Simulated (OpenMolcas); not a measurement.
# Mn⁴⁺ among point charges: CASSCF and CASPT2 levels and susceptibility

Aim: the splitting of the states of Mn⁴⁺ in the field of 4 point charges, its lowest levels with spin-orbit coupling and its magnetic susceptibility.

Method: state-averaged CASSCF and CASPT2, spin-orbit coupling by RASSI with atomic mean-field integrals. Code: OpenMolcas 26.06.

**1. The system**

| Property | Result |
| --- | --- |
| Species | Mn⁴⁺ (manganese, Z = 25, 21 electrons) |
| Basis | ANO-RCC-VDZP [5s4p2d1f], 34 functions |
| Scalar Hamiltonian | DKH2, point nucleus |
| Inactive shells | 1s 2s 2p 3s 3p |
| Active space | 3 electrons in 5 orbitals (3d) |
| Some configurations of this space | 3d³ |
| Orbitals | optimised for each spin and parity, averaged over all roots |

The outer shells:

3d3
```
3d [↑ ][↑ ][↑ ][  ][  ]
```

The ion sits among 4 point charges of -2.5 e arranged as a tetrahedron (Td), 1.55 Å from the ion.

The work runs as a chain of OpenMolcas steps in one folder; each step below is one input file. Labels, J, g values, rates, χT and fits are worked out afterwards by a script from the matrices that RASSI stores.

**2. GATEWAY and SEWARD: basis and integrals**

Input file a.inp:

```
&GATEWAY
Coord
1

Mn 0.0 0.0 0.0
Basis=ANO-RCC-VDZP
Group=NoSym
NoMove
AngMom=0.0 0.0 0.0
AMFI
XField
4 Angstrom 0
0.894893 0.894893 0.894893 -2.500000
0.894893 -0.894893 -0.894893 -2.500000
-0.894893 0.894893 -0.894893 -2.500000
-0.894893 -0.894893 0.894893 -2.500000
&SEWARD
```

Launch:

```console
OMP_NUM_THREADS=1 MOLCAS_MEM=1689 MOLCAS_PROJECT=a pymolcas a.inp > a.log
```

**3. Reference wave functions, quartets, 10 roots**

Input file a.inp:

```
&RASSCF
FileOrb=start.orb
Symmetry=1
Spin=4
nActEl=3 0 0
Inactive=9
Ras2=5
CIRoot=10 10 1
SDav=10
CIMx=300
Iter=120 100
PrWF=0.3
OrbListing=Nothing
MaxOrb=0
>>> COPY $Project.JobIph JOB001
```

start.orb holds the contracted functions of the basis, ordered by shell, or the orbitals of the step before.

**4. CASSCF: doublets, 40 roots**

Input file a.inp:

```
&RASSCF
FileOrb=start.orb
Symmetry=1
Spin=2
nActEl=3 0 0
Inactive=9
Ras2=5
CIRoot=40 40 1
SDav=40
CIMx=300
Iter=120 100
PrWF=0.3
OrbListing=Nothing
MaxOrb=0
>>> COPY $Project.JobIph JOB002
```

**5. RASSI: spin-orbit coupling between the states**

Input file a.inp:

```
&RASSI
NrOfJobIphs=2 10 40
1 2 3 4 5 6 7 8 9 10
1 2 3 4 5 6 7 8 9 10 11 12 13 14 15 16 17 18 19 20 21 22 23 24 25 26 27
28 29 30 31 32 33 34 35 36 37 38 39 40
IphNames
JOB001
JOB002
EJob
SpinOrbit
DIPRint=1.0
SOCoupling=1000.0
Subsets=2
Property=9
'ANGMOM' 1 'ANGMOM' 2 'ANGMOM' 3 'MLTPL  1' 1 'MLTPL  1' 2 'MLTPL  1' 3
'AMFI' 1 'AMFI' 2 'AMFI' 3
SOProperty=3
'ANGMOM' 1 'ANGMOM' 2 'ANGMOM' 3
```

**6. CASPT2: IPEA 0.25, imaginary shift 0.1 (closed shells correlated: 3s 3p)**

Input file a.inp:

```
>>> COPY JOB001 $Project.JobIph
&CASPT2
Multistate=10 1 2 3 4 5 6 7 8 9 10
NoMult
Frozen=5
IPEA=0.25
Imaginary=0.1
MaxIter=60
WThr=0.0 0.3 0.05
PrWF=0.5
NoMix
>>> COPY JOB002 $Project.JobIph
&CASPT2
Multistate=40 1 2 3 4 5 6 7 8 9 10 11 12 13 14 15 16 17 18 19 20 21 22
23 24 25 26 27 28 29 30 31 32 33 34 35 36 37 38 39 40
NoMult
Frozen=5
IPEA=0.25
Imaginary=0.1
MaxIter=60
WThr=0.0 0.3 0.05
PrWF=0.5
NoMix
```

(Steps that only read results are left out.)

Before running it: what results should come out? Wanted: spin-free ground state; first state of the same spin within the active space; lowest level; next level.

The runs gave:

| quantity | value |
| --- | --- |
| method | SS-CASPT2, IPEA 0.25, imaginary shift 0.1 (closed shells correlated: 3s 3p) |
| spin-free ground state | 4T1, 3-fold in its orbital part |
| first state of the same spin within the active space | 4T2 at 3070 cm⁻¹ |
| lowest level | 4-fold Γ8 |
| next level | 90.3 cm⁻¹ |
| χT at 300 K | 0.95 cm³ K/mol |
| effective moment at 300 K | 2.76 μB |

Cost by method:

```csv
method,time of its own steps,time with the reference
A. CASSCF,8.7 s,8.7 s
"B. SS-CASPT2, IPEA 0.25, imaginary shift 0.1, +3s 3p",3.6 s,12 s
```

Times are of one thread on a shared host.

The spin-free ground state (4T1) comes to 99 % from free-ion F terms and keeps the highest spin of the shell. χT at 300 K is 0.95, against 1.88 cm³ K/mol for the spin alone, so spin-orbit coupling lowers it. A ligand-field fit to the states below 45000 cm-1 gives 10Dq = -3953 cm-1, B = 1142 cm-1 and C = 4635 cm-1 (C/B = 4.06), with a deviation of 535 cm-1. CASPT2 does not keep the components of a term degenerate, and the means are used. The field of point charges can differ much from that of real complexes. This is an electrostatic model: the charges have no orbitals.
